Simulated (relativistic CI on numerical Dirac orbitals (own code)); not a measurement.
# Ar⁺: one ion under different settings

How much do the settings matter for Ar⁺? One ion, several inputs.

Method: Dirac-Coulomb-Breit CI, KLI orbitals optimised for each configuration, model QED (radiative potential, 1s self-energy scaled to tabulated hydrogen-like ionisation energies), numerical settings as typed. Code: relativistic CI on numerical Dirac orbitals (own code) version 3.

### 1 What is computed

* ion: Ar⁺ (Ar II)
* nuclear charge: 18
* electrons: 17
* isotope: A = 40

### 2 An attempt

The run's settings:

```ini
atom Ar  Z=18  charge=1  electrons=17
nucleus A=40  rms_radius_fm=3.4274
hamiltonian dirac-coulomb  breit=on  qed=on  c_scale=1
orbitals kli  potential=per-configuration
slater_scale 1
correlation none
mixing on
grid step=0.0125 r_max=74.5
scf mixing=0.4 start=green max_iterations=81 tolerance=2e-08 node_fill=0.05
configurations
  [Ne] 3s2 3p5
  [Ne] 3s 3p6
  [Ne] 3s2 3p4 3d
  [Ne] 3s2 3p3 3d2
  [Ne] 3s2 3p4 4s 5s
end
```

Run with:

```sh
$ python run_levels.py task.json out
```

The settings of every run stand in task.json; they run in order.

Results of the run (chosen fields of its result record, rounded):

```text
status: refused
warnings: ["configuration [Ne] 3s2 3p4 4s 5s has 18 electrons, the ion has 17"]
```

Run time: 0.00048 s. Hardware: 1 thread, shared host.

Diagnosis: the program refused the input. The electrons of a configuration don't add up to Z less the charge. The input had one electron too many in the last configuration. The cure is to make charge and configurations agree.

### 3 The mended input

Settings: those of step 2 with these lines changed.

```diff
@@ -8,3 +8,3 @@
 grid step=0.0125 r_max=74.5
-scf mixing=0.4 start=green max_iterations=81 tolerance=2e-08 node_fill=0.05
+scf mixing=0.4 start=green max_iterations=150 tolerance=2e-08 node_fill=0.05
 configurations
@@ -14,3 +14,3 @@
   [Ne] 3s2 3p3 3d2
-  [Ne] 3s2 3p4 4s 5s
+  [Ne] 3s2 3p4 4s
 end
```

Result record:

```text
status: converged
levels [i, E_cm, J2, conf, term, w_term, w_jj]:
  - [0, 0, 3, "3s2 3p5", "2P*", 0.9736, 0.9736]
  - [1, 1437.1306, 1, "3s2 3p5", "2P*", 0.9736, 0.9736]
  - [2, 117010.8, 1, "3s 3p6", "2S", 0.5798, 0.5798]
  - [3, 138263.96, 7, "3s2 3p4 3d", "4D", 0.9978, 0.4912]
  - [4, 138427.77, 5, "3s2 3p4 3d", "4D", 0.9919, 0.3159]
  - [5, 138585.3, 3, "3s2 3p4 3d", "4D", 0.9961, 0.3763]
  - [6, 138696.07, 1, "3s2 3p4 3d", "4D", 0.9982, 0.7709]
  - [7, 139055.21, 5, "3s2 3p4 4s", "4P", 0.9843, 0.6956]
  - [8, 139916.92, 3, "3s2 3p4 4s", "4P", 0.9765, 0.8125]
  - [9, 140439.35, 1, "3s2 3p4 4s", "4P", 0.9836, 0.3857]
  - [10, 143876.34, 3, "3s2 3p4 4s", "2P", 0.9764, 0.5334]
  - [11, 144899.67, 1, "3s2 3p4 4s", "2P", 0.9814, 0.6098]
  - [12, 148389.97, 9, "3s2 3p4 3d", "4F", 0.9975, 0.7128]
  - [13, 148940.49, 7, "3s2 3p4 3d", "4F", 0.9969, 0.5396]
  - "... 16 more rows left out ..."
total_energy [Ha]: -527.96816
n_levels_all: 180
overlap: 2.89993e-13
scf_iterations: [10, 10, 11, 11, 11]
orbital_energies [Ha]: {"1s": -115.346, "2s": -11.754, "2p1/2": -9.336, "2p3/2": -9.25386, "3s": -1.57022, "3p1/2": -1.0411, "3p3/2": -1.03407}
configurations [conf, odd, states, E_av_Ha, breit_Ha, qed_Ha]:
  - ["3s2 3p5", 1, 6, -528.1350796, 0.1322, 0.08708]
  - ["3s 3p6", 0, 2, -527.4489243, 0.1321, 0.08669]
  - ["3s2 3p4 3d", 0, 150, -527.4417296, 0.1318, 0.08711]
  - ["3s2 3p3 3d2", 1, 900, -526.6848092, 0.1314, 0.08715]
  - ["3s2 3p4 4s", 0, 30, -527.5068211, 0.132, 0.08718]
scf_steps of the first configuration [iteration, E_Ha, residual, outer_eigenvalue_Ha]:
  - [1, -526.5095619, 0.913, -1.312]
  - [2, -527.869919, 0.34, -1.073]
  - [3, -528.1266891, 0.0457, -0.9956]
  - [4, -528.1349688, 0.00667, -1.042]
  - [5, -528.135027, 0.00148, -1.035]
  - [6, -528.1350737, 0.000138, -1.034]
  - [7, -528.1350781, 3.4e-05, -1.034]
  - [8, -528.1350796, 1.75e-06, -1.034]
  - [9, -528.1350796, 3.21e-07, -1.034]
  - [10, -528.1350796, 8.21e-09, -1.034]
```

Wall time 0.13 s (1 thread, shared host).

### 4 Potential mixing 0.05, iteration limit 30, nuclear radius 3.7701

The run's settings:

```ini
atom Ar  Z=18  charge=1  electrons=17
nucleus A=40  rms_radius_fm=3.7701
hamiltonian dirac-coulomb  breit=on  qed=on  c_scale=1
orbitals kli  potential=per-configuration
slater_scale 1
correlation none
mixing on
grid step=0.0125 r_max=74.5
scf mixing=0.05 start=green max_iterations=30 tolerance=2e-08 node_fill=0.05
configurations
  [Ne] 3s2 3p5
  [Ne] 3s 3p6
  [Ne] 3s2 3p4 3d
  [Ne] 3s2 3p3 3d2
  [Ne] 3s2 3p4 4s
end
```

Result record:

```text
status: converged
levels [i, E_cm, J2, conf, term, w_term]:
  - [0, 0, 3, "3s2 3p5", "2P*", 0.9736]
  - [1, 1437.1307, 1, "3s2 3p5", "2P*", 0.9736]
  - [2, 117010.73, 1, "3s 3p6", "2S", 0.5798]
  - [3, 138263.98, 7, "3s2 3p4 3d", "4D", 0.9978]
  - [4, 138427.8, 5, "3s2 3p4 3d", "4D", 0.9919]
  - [5, 138585.33, 3, "3s2 3p4 3d", "4D", 0.9961]
  - [6, 138696.1, 1, "3s2 3p4 3d", "4D", 0.9982]
  - [7, 139055.26, 5, "3s2 3p4 4s", "4P", 0.9843]
  - "... 22 more rows left out ..."
total_energy [Ha]: -527.96803576
n_levels_all: 180
overlap: 2.90116e-13
scf_iterations: [13, 13, 13, 13, 13]
orbital_energies [Ha]: {"1s": -115.346, "2s": -11.754, "2p1/2": -9.336, "2p3/2": -9.25386, "3s": -1.57022, "3p1/2": -1.04111, "3p3/2": -1.03407}
configurations [conf, odd, states, E_av_Ha, breit_Ha, qed_Ha]:
  - ["3s2 3p5", 1, 6, -528.1349547, 0.1322, 0.08708]
  - ["3s 3p6", 0, 2, -527.4488, 0.1321, 0.08669]
  - ["3s2 3p4 3d", 0, 150, -527.4416046, 0.1318, 0.08711]
  - ["3s2 3p3 3d2", 1, 900, -526.6846841, 0.1314, 0.08715]
  - ["3s2 3p4 4s", 0, 30, -527.506696, 0.132, 0.08718]
scf_steps of the first configuration [iteration, E_Ha, residual, outer_eigenvalue_Ha]:
  - [1, -526.5094379, 0.913, -1.312]
  - [2, -526.7422351, 0.843, -1.279]
  - [3, -528.1097623, 0.0762, -0.9641]
  - [4, -528.0970344, 0.093, -0.9233]
  - [5, -528.1347737, 0.00398, -1.038]
  - [6, -528.134795, 0.00558, -1.041]
  - [7, -528.1349518, 0.000252, -1.034]
  - [8, -528.1349416, 0.000291, -1.034]
  - [9, -528.1349548, 4.06e-06, -1.034]
  - [10, -528.134955, 6.66e-06, -1.034]
  - [11, -528.1349547, 9.68e-08, -1.034]
  - [12, -528.1349547, 7.83e-08, -1.034]
  - [13, -528.1349547, 7.45e-10, -1.034]
```

It took 0.15 s on 1 thread, shared host.

The changed nuclear radius is not that of the isotope named.

### 5 Nuclear radius 4.4556, end of the grid 37.25, Slater scale 1.2

The run's settings:

```ini
atom Ar  Z=18  charge=1  electrons=17
nucleus A=40  rms_radius_fm=4.4556
hamiltonian dirac-coulomb  breit=on  qed=on  c_scale=1
orbitals kli  potential=per-configuration
slater_scale 1.2
correlation none
mixing on
grid step=0.0125 r_max=37.25
scf mixing=0.4 start=green max_iterations=150 tolerance=2e-08 node_fill=0.05
configurations
  [Ne] 3s2 3p5
  [Ne] 3s 3p6
  [Ne] 3s2 3p4 3d
  [Ne] 3s2 3p3 3d2
  [Ne] 3s2 3p4 4s
end
```

Result record:

```text
status: converged
levels [i, E_cm, J2, conf, term, w_term]:
  - [0, 0, 3, "3s2 3p5", "2P*", 0.9657]
  - [1, 1438.2747, 1, "3s2 3p5", "2P*", 0.9656]
  - [2, 112000.34, 1, "3s 3p6", "2S", 0.5786]
  - [3, 137364.37, 7, "3s2 3p4 3d", "4D", 0.9985]
  - [4, 137531.36, 5, "3s2 3p4 3d", "4D", 0.9973]
  - [5, 137683.21, 3, "3s2 3p4 3d", "4D", 0.998]
  - [6, 137788.32, 1, "3s2 3p4 3d", "4D", 0.9989]
  - [7, 141193.13, 5, "3s2 3p4 4s", "4P", 0.985]
  - "... 22 more rows left out ..."
total_energy [Ha]: -527.98649078
n_levels_all: 180
overlap: 2.90328e-13
scf_iterations: [10, 10, 11, 11, 11]
orbital_energies [Ha]: {"1s": -115.346, "2s": -11.754, "2p1/2": -9.336, "2p3/2": -9.25386, "3s": -1.57022, "3p1/2": -1.04111, "3p3/2": -1.03407}
configurations [conf, odd, states, E_av_Ha, breit_Ha, qed_Ha]:
  - ["3s2 3p5", 1, 6, -528.1346475, 0.1322, 0.08707]
  - ["3s 3p6", 0, 2, -527.448494, 0.1321, 0.08669]
  - ["3s2 3p4 3d", 0, 150, -527.4412972, 0.1318, 0.08711]
  - ["3s2 3p3 3d2", 1, 900, -526.6843764, 0.1314, 0.08715]
  - ["3s2 3p4 4s", 0, 30, -527.5063883, 0.132, 0.08718]
scf_steps of the first configuration [iteration, E_Ha, residual, outer_eigenvalue_Ha]:
  - [1, -526.5091331, 0.913, -1.312]
  - [2, -527.8694875, 0.34, -1.073]
  - [3, -528.126257, 0.0457, -0.9956]
  - [4, -528.1345367, 0.00667, -1.042]
  - [5, -528.1345949, 0.00148, -1.035]
  - [6, -528.1346416, 0.000138, -1.034]
  - [7, -528.134646, 3.4e-05, -1.034]
  - [8, -528.1346475, 1.75e-06, -1.034]
  - [9, -528.1346475, 3.21e-07, -1.034]
  - [10, -528.1346475, 8.21e-09, -1.034]
```

Wall time 0.13 s (1 thread, shared host).

The changed nuclear radius is not that of the isotope named.

### 6 Iteration limit 30, grid step 0.006, Slater scale 0.5

The run's settings:

```ini
atom Ar  Z=18  charge=1  electrons=17
nucleus A=40  rms_radius_fm=3.4274
hamiltonian dirac-coulomb  breit=on  qed=on  c_scale=1
orbitals kli  potential=per-configuration
slater_scale 0.5
correlation none
mixing on
grid step=0.006 r_max=74.5
scf mixing=0.4 start=green max_iterations=30 tolerance=2e-08 node_fill=0.05
configurations
  [Ne] 3s2 3p5
  [Ne] 3s 3p6
  [Ne] 3s2 3p4 3d
  [Ne] 3s2 3p3 3d2
  [Ne] 3s2 3p4 4s
end
```

Result record:

```text
status: converged
levels [i, E_cm, J2, conf, term, w_term]:
  - [0, 0, 3, "3s2 3p5", "2P*", 0.9915]
  - [1, 1432.7826, 1, "3s2 3p5", "2P*", 0.9914]
  - [2, 131925.48, 1, "3s 3p6", "2S", 0.5866]
  - [3, 136032.66, 5, "3s2 3p4 4s", "4P", 0.991]
  - [4, 136864.47, 3, "3s2 3p4 4s", "4P", 0.9329]
  - [5, 137421.36, 1, "3s2 3p4 4s", "4P", 0.9851]
  - [6, 138612.77, 3, "3s2 3p4 4s", "2P", 0.9276]
  - [7, 139608.24, 1, "3s2 3p4 4s", "2P", 0.9867]
  - "... 22 more rows left out ..."
total_energy [Ha]: -527.9322054
n_levels_all: 180
overlap: 2.86386e-14
scf_iterations: [10, 10, 11, 11, 11]
orbital_energies [Ha]: {"1s": -115.346, "2s": -11.754, "2p1/2": -9.336, "2p3/2": -9.25386, "3s": -1.57022, "3p1/2": -1.04111, "3p3/2": -1.03407}
configurations [conf, odd, states, E_av_Ha, breit_Ha, qed_Ha]:
  - ["3s2 3p5", 1, 6, -528.1351104, 0.1322, 0.08708]
  - ["3s 3p6", 0, 2, -527.448955, 0.1321, 0.08669]
  - ["3s2 3p4 3d", 0, 150, -527.4417603, 0.1318, 0.08711]
  - ["3s2 3p3 3d2", 1, 900, -526.6848398, 0.1314, 0.08715]
  - ["3s2 3p4 4s", 0, 30, -527.5068517, 0.132, 0.08718]
scf_steps of the first configuration [iteration, E_Ha, residual, outer_eigenvalue_Ha]:
  - [1, -526.509592, 0.913, -1.312]
  - [2, -527.8699497, 0.34, -1.073]
  - [3, -528.1267198, 0.0457, -0.9956]
  - [4, -528.1349996, 0.00666, -1.042]
  - [5, -528.1350578, 0.00148, -1.035]
  - [6, -528.1351045, 0.000137, -1.034]
  - [7, -528.1351081, 4.33e-05, -1.034]
  - [8, -528.1351105, 3.03e-06, -1.034]
  - [9, -528.1351104, 1.69e-07, -1.034]
  - [10, -528.1351104, 5.57e-09, -1.034]
```

Wall time 0.25 s (1 thread, shared host).

### 7 Slater scale 1.2, speed-of-light factor 1.25

The run's settings:

```ini
atom Ar  Z=18  charge=1  electrons=17
nucleus A=40  rms_radius_fm=3.4274
hamiltonian dirac-coulomb  breit=on  qed=on  c_scale=1.25
orbitals kli  potential=per-configuration
slater_scale 1.2
correlation none
mixing on
grid step=0.0125 r_max=74.5
scf mixing=0.4 start=green max_iterations=150 tolerance=2e-08 node_fill=0.05
configurations
  [Ne] 3s2 3p5
  [Ne] 3s 3p6
  [Ne] 3s2 3p4 3d
  [Ne] 3s2 3p3 3d2
  [Ne] 3s2 3p4 4s
end
```

Result record:

```text
status: converged
levels [i, E_cm, J2, conf, term, w_term]:
  - [0, 0, 3, "3s2 3p5", "2P*", 0.9656]
  - [1, 918.66162, 1, "3s2 3p5", "2P*", 0.9655]
  - [2, 111342.42, 1, "3s 3p6", "2S", 0.5814]
  - [3, 137217.69, 7, "3s2 3p4 3d", "4D", 0.9994]
  - [4, 137329.55, 5, "3s2 3p4 3d", "4D", 0.9989]
  - [5, 137423.8, 3, "3s2 3p4 3d", "4D", 0.9992]
  - [6, 137486.33, 1, "3s2 3p4 3d", "4D", 0.9996]
  - [7, 141415.65, 5, "3s2 3p4 4s", "4P", 0.9853]
  - "... 22 more rows left out ..."
total_energy [Ha]: -527.3617301
n_levels_all: 180
overlap: 2.84705e-13
scf_iterations: [10, 10, 11, 11, 11]
orbital_energies [Ha]: {"1s": -115.171, "2s": -11.7244, "2p1/2": -9.31539, "2p3/2": -9.26298, "3s": -1.56716, "3p1/2": -1.03969, "3p3/2": -1.0352}
configurations [conf, odd, states, E_av_Ha, breit_Ha, qed_Ha]:
  - ["3s2 3p5", 1, 6, -527.4591669, 0.08446, 0.08348]
  - ["3s 3p6", 0, 2, -526.7764503, 0.08442, 0.08311]
  - ["3s2 3p4 3d", 0, 150, -526.7661121, 0.08424, 0.08351]
  - ["3s2 3p3 3d2", 1, 900, -526.0097926, 0.08397, 0.08354]
  - ["3s2 3p4 4s", 0, 30, -526.8303194, 0.08435, 0.08357]
scf_steps of the first configuration [iteration, E_Ha, residual, outer_eigenvalue_Ha]:
  - [1, -525.8604008, 0.905, -1.31]
  - [2, -527.1982797, 0.337, -1.073]
  - [3, -527.450896, 0.0453, -0.9969]
  - [4, -527.459059, 0.00654, -1.043]
  - [5, -527.4591141, 0.00148, -1.036]
  - [6, -527.4591611, 0.000135, -1.035]
  - [7, -527.4591655, 3.29e-05, -1.035]
  - [8, -527.459167, 1.75e-06, -1.035]
  - [9, -527.459167, 3.09e-07, -1.035]
  - [10, -527.4591669, 8.15e-09, -1.035]
```

Wall time 0.15 s (1 thread, shared host).

A changed speed of light describes a fictitious ion. The QED potentials keep the true α.

### 8 Nuclear radius 3427.4

The run's settings:

```ini
atom Ar  Z=18  charge=1  electrons=17
nucleus A=40  rms_radius_fm=3427.4000
hamiltonian dirac-coulomb  breit=on  qed=on  c_scale=1
orbitals kli  potential=per-configuration
slater_scale 1
correlation none
mixing on
grid step=0.0125 r_max=74.5
scf mixing=0.4 start=green max_iterations=92 tolerance=2e-08 node_fill=0.05
configurations
  [Ne] 3s2 3p5
  [Ne] 3s 3p6
  [Ne] 3s2 3p4 3d
  [Ne] 3s2 3p3 3d2
  [Ne] 3s2 3p4 4s
end
```

Result record:

```text
status: converged
levels [i, E_cm, J2, conf, term, w_term]:
  - [0, 0, 3, "3s2 3p5", "2P*", 0.9719]
  - [1, 1036.8172, 1, "3s2 3p5", "2P*", 0.9718]
  - [2, 31018.053, 1, "3s 3p6", "2S", 0.899]
  - [3, 148975.95, 7, "3s2 3p4 3d", "4D", 0.9991]
  - [4, 149084.18, 5, "3s2 3p4 3d", "4D", 0.9986]
  - [5, 149182.05, 3, "3s2 3p4 3d", "4D", 0.9989]
  - [6, 149249.32, 1, "3s2 3p4 3d", "4D", 0.9995]
  - [7, 160947.56, 9, "3s2 3p4 3d", "4F", 0.9988]
  - "... 22 more rows left out ..."
total_energy [Ha]: -413.12945271
n_levels_all: 180
overlap: 4.63912e-12
scf_iterations: [10, 10, 9, 10, 11]
orbital_energies [Ha]: {"1s": -68.1805, "2s": -7.93988, "2p1/2": -9.98662, "2p3/2": -9.92682, "3s": -1.17605, "3p1/2": -1.14234, "3p3/2": -1.13712}
configurations [conf, odd, states, E_av_Ha, breit_Ha, qed_Ha]:
  - ["3s2 3p5", 1, 6, -413.1450665, 0.06638, 0.00877]
  - ["3s 3p6", 0, 2, -412.9791194, 0.06663, 0.008741]
  - ["3s2 3p4 3d", 0, 150, -412.394969, 0.06599, 0.008766]
  - ["3s2 3p3 3d2", 1, 900, -411.5920611, 0.06555, 0.00876]
  - ["3s2 3p4 4s", 0, 30, -412.3700281, 0.06613, 0.008779]
scf_steps of the first configuration [iteration, E_Ha, residual, outer_eigenvalue_Ha]:
  - [1, -412.6492193, 0.521, -1.278]
  - [2, -413.0653066, 0.204, -1.165]
  - [3, -413.1367906, 0.0466, -1.124]
  - [4, -413.1437589, 0.00958, -1.128]
  - [5, -413.1449156, 0.0018, -1.138]
  - [6, -413.1450251, 0.000463, -1.137]
  - [7, -413.1450643, 1.83e-05, -1.137]
  - [8, -413.1450665, 1.09e-06, -1.137]
  - [9, -413.1450665, 3.24e-07, -1.137]
  - [10, -413.1450665, 7.54e-09, -1.137]
```

Run time: 0.13 s. Hardware: 1 thread, shared host.

A bad setting: its result is shown only for the comparison.

### 9 The runs side by side

| setting | total energy less usual (Ha) | largest shift of a level among the lowest eight of both runs, same label and place (cm⁻¹) | SCF iterations | time | lowest level | kind of change |
| --- | --- | --- | --- | --- | --- | --- |
| usual | 0 | 0 | 53 | 0.13 s | 3p5 2P°3/2 | - |
| potential mixing 0.05, iteration limit 30, nuclear radius 3.7701 | 0.000124 | 0.0652 | 65 | 0.15 s | 3p5 2P°3/2 | unphysical constant |
| nuclear radius 4.4556, end of the grid 37.25, Slater scale 1.2 | -0.0183 | 5010 | 53 | 0.13 s | 3p5 2P°3/2 | unphysical constant |
| iteration limit 30, grid step 0.006, Slater scale 0.5 | 0.036 | 14900 | 53 | 0.25 s | 3p5 2P°3/2 | model term |
| Slater scale 1.2, speed-of-light factor 1.25 | 0.606 | 5670 | 53 | 0.15 s | 3p5 2P°3/2 | unphysical constant |
| nuclear radius 3427.4 | 115 | 86000 | 50 | 0.13 s | 3p5 2P°3/2 | unsound |

### 10 Summary of results

| quantity | value |
| --- | --- |
| lowest level, usual settings | 3p5 2P°3/2 |
| total energy | -527.9682 Ha |
| first excitation | 1437.1 cm⁻¹ |
| runs without a result | 1 |

**Reading.** Among the runs whose levels can be followed, they move most under «nuclear radius 3427.4» (unsound), by up to 86000 cm⁻¹. Only the listed configurations are in the model. In a near-neutral ion this small CI can misplace whole configurations by 10,000 cm⁻¹ or more.
